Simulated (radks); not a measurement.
# Pt²⁻ held by a Watson sphere

The task here is to estimate one member of a computed series from the others.

The numbers are computed with radks (a radial shooting solver on a logarithmic mesh, Libxc functionals) version 1 (scalar-relativistic Kohn-Sham, PBEsol, spin-unpolarised, spherical densities, point nucleus), except any that are marked as measured or tabulated.

## The atom as given

| Quantity | Value |
| --- | --- |
| element | platinum (Z = 78) |
| charge | -2 |
| electrons | 80 |
| configuration | [Hg] |

Outer shells as boxes (Hund's rule):

Pt²⁻
```
[Xe] core
4f [↑↓][↑↓][↑↓][↑↓][↑↓][↑↓][↑↓]
5d [↑↓][↑↓][↑↓][↑↓][↑↓]
6s [↑↓]
```

The first run:

Settings of this run:

```text
Z 78
configuration [Hg]
relativity scalar-relativistic
functional pbe_sol,pbe_sol
spin unpolarised
nucleus point
c 137.035999084
watson charge 2 radius 2.81 bohr
response adiabatic LDA kernel
```

Steps of the session up to this table: R = 2.81 bohr; R = 3.28 bohr; R = 3.55 bohr; R = 3.95 bohr; R = 4.44 bohr; R = 6.4 bohr; R = 6.46 bohr.

One of the session's tables, all rows but one given; the rest of the session is left out.

| R (bohr) | highest level (eV) | its <r> (bohr) | sum of <r²> (bohr²) | α (bohr³) |
| --- | --- | --- | --- | --- |
| 2.81 | -5.863 | 1.814 | 79.89 | 52.09 |
| 3.28 | -4.965 | 1.852 | 84.36 | 65.10 |
| 3.55 | ? | ? | ? | ? |
| 3.95 | -3.902 | 1.891 | 90.49 | 89.59 |
| 4.44 | -3.263 | 1.912 | 94.84 | 112.9 |
| 6.4 | -1.570 | 1.975 | 113.0 | 296.6 |
| 6.46 | -1.535 | 1.976 | 113.6 | 306.4 |

Q: Estimate the row for R (bohr) = 3.55 from the others.

Worked estimate for «highest level (eV)». A straight line through the neighbours (3.28, -4.965) and (3.95, -3.902) gives -4.965 + (-3.902 + 4.965) × (3.55 − 3.28) / (3.95 − 3.28) = -4.537; a parabola fitted to 4 rows on both sides gives -4.509.

The run gave: highest level (eV): -4.508; its <r> (bohr): 1.869; sum of <r²> (bohr²): 86.86; α (bohr³): 74.06. In «highest level (eV)» the line misses by -0.029 and the parabola by -0.001.

In words: From R = 2.81 to 6.46 bohr the top level moves from -5.863 to -1.535 eV and its mean radius from 1.81 to 1.98 bohr. A wider sphere makes a shallower well, so the ion swells.
